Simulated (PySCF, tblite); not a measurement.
# C₆H₁₁Se radical: geometry, infrared bands and EPR parameters

What infrared bands and EPR parameters should C₆H₁₁Se radical (`CC1(C)CC[CH][Se]1`) show?

Computed with tblite 0.8.0 and PySCF 2.14.0, with density-fitted response routines of our own, on a single molecule in the gas phase. Atoms are numbered from 0 throughout.

## (1) Starting geometry

18 atoms, charge 0, multiplicity 2; geometry from: force field or distance geometry start.

Bonds of the start (Å): C0–C1 1.52, C1–C2 1.54, C1–C3 1.54, C3–C4 1.52, C4–C5 1.52, C5–Se6 1.94, Se6–C1 1.95, C0–H7 1.11, C0–H8 1.11, C0–H9 1.11, C2–H10 1.11, C2–H11 1.10, C2–H12 1.11, C3–H13 1.12, C3–H14 1.12, C4–H15 1.11, C4–H16 1.11, C5–H17 1.11.

## (2) Relaxing the molecule with GFN2-xTB

What the job is given:

```
{"job": {"kind": "relax", "xc": "GFN2-xTB", "basis": "xTB"}, "charge": 0, "multiplicity": 2}
C     -1.539600     1.307600    -0.138300
C     -0.515800     0.188500    -0.256300
C     -1.215500    -1.180700    -0.293900
C      0.482800     0.250000     0.919800
C      1.805000    -0.370400     0.494700
C      2.153100     0.206700    -0.872900
Se     0.518900     0.416400    -1.895900
H     -2.253300     1.271800    -0.985700
H     -2.117000     1.216200     0.811100
H     -1.052600     2.301500    -0.151000
H     -1.815500    -1.346900     0.629100
H     -0.495400    -2.006900    -0.403900
H     -1.923200    -1.215900    -1.154500
H      0.096000    -0.289000     1.821000
H      0.671600     1.307900     1.223500
H      2.604800    -0.128100     1.230100
H      1.710200    -1.470200     0.417200
H      2.876700    -0.452300    -1.405600
```

Run with:

```
> OMP_NUM_THREADS=1 python probes_run.py task.json out
```

One launch serves the whole session: the jobs run in the order shown.

Standard output:

```text
step      E/eV     max force
  0    -586.72277    1.567
  1    -586.86846    1.049
  2    -586.94803    0.478
  3    -586.96064    0.425
  4    -586.97862    0.369
  5    -586.99152    0.414
  6    -587.00695    0.352
  7    -587.01540    0.231
  8    -587.02085    0.149
  9    -587.02403    0.149
 10    -587.02623    0.126
 11    -587.02793    0.115
 12    -587.02949    0.114
 13    -587.03071    0.085
 14    -587.03144    0.059
 15    -587.03184    0.049
 16    -587.03215    0.050
 17    -587.03244    0.053
 18    -587.03274    0.058
 19    -587.03305    0.052
 20    -587.03343    0.060
 21    -587.03386    0.058
 22    -587.03422    0.035
 23    -587.03447    0.044
 24    -587.03468    0.045
 25    -587.03492    0.042
 26    -587.03518    0.040
 27    -587.03537    0.030
 28    -587.03549    0.033
 29    -587.03556    0.029
 30    -587.03565    0.023
 31    -587.03573    0.019
 32    -587.03579    0.017
 33    -587.03583    0.018
 34    -587.03587    0.014
 35    -587.03592    0.019
 36    -587.03596    0.017
 37    -587.03600    0.012
 38    -587.03602    0.012
 39    -587.03605    0.013
 40    -587.03609    0.019
 41    -587.03613    0.018
 42    -587.03616    0.010
 43    -587.03617    0.009
```

Wall time 0.18 s (1 thread of AMD EPYC 9B45, shared host).

The steps of the relaxation: (not every step is listed)

```tsv
step	energy from step 0 (eV)	largest force (eV/Å)
0	0.0000	1.5670
1	-0.1457	1.0491
2	-0.2253	0.4781
3	-0.2379	0.4250
4	-0.2559	0.3687
5	-0.2688	0.4143
6	-0.2842	0.3523
7	-0.2926	0.2307
8	-0.2981	0.1486
11	-0.3052	0.1148
14	-0.3087	0.0588
17	-0.3097	0.0532
20	-0.3107	0.0602
23	-0.3117	0.0440
26	-0.3124	0.0403
29	-0.3128	0.0293
32	-0.3130	0.0174
35	-0.3132	0.0188
38	-0.3133	0.0121
39	-0.3133	0.0135
40	-0.3133	0.0191
41	-0.3134	0.0182
42	-0.3134	0.0105
43	-0.3134	0.0088
```

Close pairs (by a distance rule), those that changed most:

```tsv
bond	before (Å)	after (Å)	change (Å)
C5–Se6	1.939	1.852	-0.088
C1–Se6	1.952	2.027	+0.075
C5–H17	1.114	1.077	-0.037
C4–C5	1.525	1.491	-0.033
C3–H13	1.119	1.091	-0.028
C2–H12	1.115	1.089	-0.026
C0–H8	1.115	1.090	-0.025
C3–H14	1.117	1.092	-0.024
```

The final coordinates are the input of the step that follows.

## (3) Harmonic vibrations with GFN2-xTB

What the job is given:

```
{"job": {"kind": "ir", "xc": "GFN2-xTB", "basis": "xTB"}, "charge": 0, "multiplicity": 2}
C     -1.565709     1.306197    -0.121320
C     -0.537226     0.190422    -0.213863
C     -1.219653    -1.168420    -0.291493
C      0.491696     0.257525     0.915791
C      1.780863    -0.437042     0.482747
C      2.088605     0.063625    -0.887716
Se     0.574991     0.420320    -1.893200
H     -2.263491     1.256409    -0.955527
H     -2.130167     1.213570     0.805983
H     -1.079806     2.280260    -0.133965
H     -1.811071    -1.340942     0.607100
H     -0.488959    -1.969841    -0.382081
H     -1.884516    -1.212243    -1.152581
H      0.078935    -0.194353     1.819417
H      0.717236     1.305424     1.126380
H      2.603077    -0.198332     1.162329
H      1.653628    -1.528895     0.507254
H      2.982806    -0.237369    -1.406914
```

Standard output:

```text
mode    cm-1     km/mol
  1      87.6      0.41
  2     208.9      0.14
  3     215.9      0.62
  4     225.8      0.08
  5     252.3      0.11
  6     276.8      0.28
  7     297.1      1.68
  8     375.7      0.28
  9     407.6      5.55
 10     457.5     23.75
 11     502.3      2.92
 12     564.9      2.39
 13     704.4      1.84
 14     799.3      1.10
 15     903.4      3.48
 16     948.0      0.21
 17     960.8      0.18
 18     982.1      0.33
 19     987.0      4.62
 20    1018.7      0.25
 21    1067.4      4.53
 22    1085.9      5.84
 23    1122.2     32.68
 24    1158.0     37.73
 25    1202.6      6.56
 26    1223.4     22.27
 27    1237.6     13.68
 28    1290.9     10.43
 29    1325.5      2.04
 30    1401.6     10.05
 31    1415.1      5.71
 32    1466.7      0.50
 33    1475.5      1.41
 34    1483.9      1.04
 35    1486.6      2.28
 36    1493.7      4.90
 37    1496.9      1.90
 38    2847.3     41.30
 39    2956.3     38.57
 40    2971.5     38.45
 41    2981.2     28.14
 42    3004.9      3.51
 43    3009.9     89.18
 44    3018.1      6.85
 45    3022.9     38.22
 46    3025.7     15.86
 47    3028.7     18.65
 48    3083.0     35.44
```

Run time: 0.38 s. Hardware: 1 thread of AMD EPYC 9B45, shared host.

Which atoms move in the most intense modes:

```tsv
cm⁻¹	km/mol	atoms
1122	32.7	H16 18 %, C1 17 %, C3 11 %
1158	37.7	C5 28 %, H17 18 %, C4 13 %
2847	41.3	H16 91 %
2956	38.6	H15 89 %
2972	38.5	H14 58 %, H13 31 %
3010	89.2	H8 57 %, H10 31 %
3023	38.2	H9 41 %, H12 22 %, H11 14 %, H7 13 %
3083	35.4	H17 93 %
```

## (4) g tensor and hyperfine couplings: B3LYP/def2-TZVP-core+pcH-1

Settings changed since step 3:

```diff
@@ -1,2 +1,2 @@
-{"job": {"kind": "ir", "xc": "GFN2-xTB", "basis": "xTB"}, "charge": 0, "multiplicity": 2}
+{"job": {"kind": "epr", "basis": "pcH-1"}, "charge": 0, "multiplicity": 2}
 C     -1.565709     1.306197    -0.121320
```

Level: UKS B3LYP, def2-TZVP-core on Se, pcH-1 on C H, non-relativistic, mean-field spin-orbit, GIAO.

Standard output:

```text
UKS, coarse grid
  cycle   1  E = -2636.74628490  |g| = 1.49e+00
  cycle   2  E = -2636.68441866  |g| = 7.65e-01
  cycle   3  E = -2636.72555315  |g| = 5.27e-01
  cycle   4  E = -2636.83491017  |g| = 1.35e-01
  cycle   5  E = -2636.84488534  |g| = 2.06e-02
  cycle   6  E = -2636.84508266  |g| = 1.02e-02
  cycle   7  E = -2636.84513830  |g| = 4.51e-03
  cycle   8  E = -2636.84515158  |g| = 1.79e-03
  cycle   9  E = -2636.84515335  |g| = 6.18e-04
UKS, final grid
  cycle   1  E = -2636.84517564  |g| = 3.85e-04
  cycle   2  E = -2636.84517559  |g| = 5.19e-04
  cycle   3  E = -2636.84517572  |g| = 8.31e-05
  cycle   4  E = -2636.84517573  |g| = 4.64e-05
  cycle   5  E = -2636.84517573  |g| = 1.42e-05
E = -2636.84517573 Eh   <S^2> = 0.7549 (exact 0.7500)
g shifts (ppm)      1          2          3
  rmc          -171       -171       -171
  gc             17          6         30
  oz_so       -5107       3479      26761
  total       -5256       3318      26621
hyperfine (MHz)  atom isotope    a_iso     a_fc   dipolar eigenvalues
    0   13C       0.33       0.34     -0.36     -0.33      0.69
    1   13C      -2.82      -2.92     -0.70     -0.08      0.79
    2   13C      12.88      12.90     -0.50     -0.32      0.82
    3   13C       5.00       4.98     -1.51     -0.44      1.96
    4   13C     -18.91     -18.93     -1.99     -1.22      3.21
    5   13C     159.47     157.37    -70.22    -68.57    138.80
    6  77Se      -3.82      10.85   -121.96    -85.85    207.80
    7    1H       0.10       0.09     -1.11     -0.95      2.06
    8    1H       1.07       1.07     -0.79     -0.67      1.46
    9    1H       0.38       0.38     -1.40     -1.29      2.69
   10    1H       3.52       3.53     -0.96     -0.71      1.68
   11    1H       0.60       0.62     -2.12     -0.69      2.81
   12    1H       0.32       0.34     -1.70     -0.94      2.64
   13    1H      -2.73      -2.77     -1.65     -1.54      3.19
   14    1H      -1.66      -1.67     -3.11     -2.64      5.76
   15    1H      36.59      36.58     -4.83     -4.32      9.15
   16    1H     109.22     109.18     -4.15     -2.58      6.74
   17    1H     -34.42     -34.89    -31.84     -2.35     34.19
```

Wall time 2.1 min (1 thread of AMD EPYC 9B45, shared host); peak memory 1.5 GiB.

Principal g values 1.99706, 2.00564, 2.02894; g(iso) = 2.01055, against 2.00232 for a free electron.

Hyperfine couplings; where a row names several nuclei, a(iso) is their mean (it holds for fast rotation or exchange) and the dipolar term the largest among them:

```tsv
nuclei	isotope	a(iso) (MHz)	a(iso) (G, at g = 2.0023)	largest dipolar term (MHz)
C5	13C	159.5	56.9	138.8
H15, H16	1H	72.9	26.0	9.2
H17	1H	-34.4	-12.3	34.2
C4	13C	-18.9	-6.7	3.2
C0, C2	13C	6.6	2.4	0.8
C3	13C	5.0	1.8	2.0
Se6	77Se	-3.8	-1.4	207.8
C1	13C	-2.8	-1.0	0.8
H13, H14	1H	-2.2	-0.8	5.8
H7, H8, H9, H10, H11, H12	1H	1.0	0.4	2.8
```

Mulliken spin populations:

C0 0.00; C1 -0.01; C2 0.00; C3 0.01; C4 -0.06; C5 0.85; Se6 0.17; H7 0.00; H8 0.00; H9 0.00; H10 0.00; H11 0.00; H12 0.00; H13 0.00; H14 0.00; H15 0.01; H16 0.05; H17 -0.03

In first order the couplings over 0.8 MHz of 1H give 126 distinct lines over 68.0 G, if the averaged nuclei exchange fast.

The fields below are evaluated on a grid from the run's orbitals.

ELF in a plane through or near 6 of the atoms.

Values, 10 rows by 14 columns:
```
0.00 0.00 0.00 0.00 0.00 0.00 0.00 0.00 0.00 0.00 0.00 0.00 0.00 0.00
0.00 0.00 0.00 0.00 0.00 0.00 0.00 0.00 0.00 0.00 0.00 0.00 0.00 0.00
0.00 0.00 0.00 0.00 0.00 0.06 0.82 0.18 0.02 0.07 0.02 0.00 0.00 0.00
0.00 0.00 0.01 0.31 0.05 0.24 1.00 0.94 0.04 0.44 0.71 0.13 0.00 0.00
0.00 0.00 0.45 0.99 0.92 0.63 0.33 0.52 0.09 0.96 1.00 0.57 0.00 0.00
0.00 0.00 0.06 0.47 0.66 0.62 0.46 0.40 0.14 0.03 0.10 0.03 0.00 0.00
0.00 0.00 0.01 0.46 1.00 0.95 0.02 0.16 0.87 0.95 0.21 0.00 0.00 0.00
0.00 0.00 0.00 0.13 0.75 0.08 0.40 0.71 0.67 0.89 0.21 0.00 0.00 0.00
0.00 0.00 0.00 0.00 0.00 0.00 0.09 0.17 0.03 0.02 0.00 0.00 0.00 0.00
0.00 0.00 0.00 0.00 0.00 0.00 0.00 0.00 0.00 0.00 0.00 0.00 0.00 0.00
```
The map spans 11.0 Å across and 9.3 Å up, centred on the molecule. Atoms in the plane (x, y in Å): C3 (-0.5, 0.5), H8 (2.3, 0.9), H10 (1.5, -1.6), H14 (-0.5, 1.6), H15 (-2.6, 0.5), H16 (-2.0, -1.0).

log10 of the density (e/Å³) in the same plane.

Ten even steps from '0' (-4.0) to '9' (0.9):
```
0000000000000000000000000000
0000000000000000000000000000
0000000000011111111100000000
0000000001122222222211000000
0000000112344443333332100000
0000122333466654455543210000
0001234444578765556655321000
0012356666678876667876431000
0012457887789987667876431000
0012457888889887667765421000
0012356788877776665554320000
0001345788766666766543210000
0001235678755567787643200000
0000124566555667887643100000
0000023444445666776543100000
0000001222234555554432000000
0000000011123333333221000000
0000000000011222221100000000
0000000000000000000000000000
0000000000000000000000000000
```
The map spans 11.0 Å across and 9.3 Å up, centred on the molecule. Atoms in the plane (x, y in Å): C3 (-0.5, 0.5), H8 (2.3, 0.9), H10 (1.5, -1.6), H14 (-0.5, 1.6), H15 (-2.6, 0.5), H16 (-2.0, -1.0).

On the surface of density 0.002 e/bohr³ the electrostatic potential runs, from the 1st to the 99th percentile, from -0.91 V near C5 to 0.72 V near H13.

The spin density lies nearest to C5 58 %; Se6 22 %; H17 8 %.

## (5) Summary of results

| quantity | value |
| --- | --- |
| strongest single infrared mode (GFN2-xTB) | 3010 cm⁻¹, 89 km/mol |
| zero-point energy (GFN2-xTB) | 95.2 kcal/mol |
| g(iso) (B3LYP) | 2.01055 |
| ⟨S²⟩ | 0.755 (exact 0.75) |
| largest a(iso) (averaged by class) | 13C on C5, 159.5 MHz |
| surface potential, 1st and 99th percentile | -0.91 V and 0.72 V |

**Reading.** Relaxing lowered the energy by 0.313 eV in 43 steps; the close pair that moved most is C5–Se6, from 1.939 to 1.852 Å. No mode is imaginary among the 48: a minimum at this level. The strongest single mode, at 3010 cm⁻¹, moves mainly H8 and H10. GFN2-xTB is a fitted tight-binding method: band positions and strengths are rough. Its intensities can rank the bands wrongly. C5 carries the largest spin population, 0.85 e. The isotropic g lies 8.2 ppt above the free-electron value. The hyperfine terms hold no scalar relativity, which the heavier nuclei need.
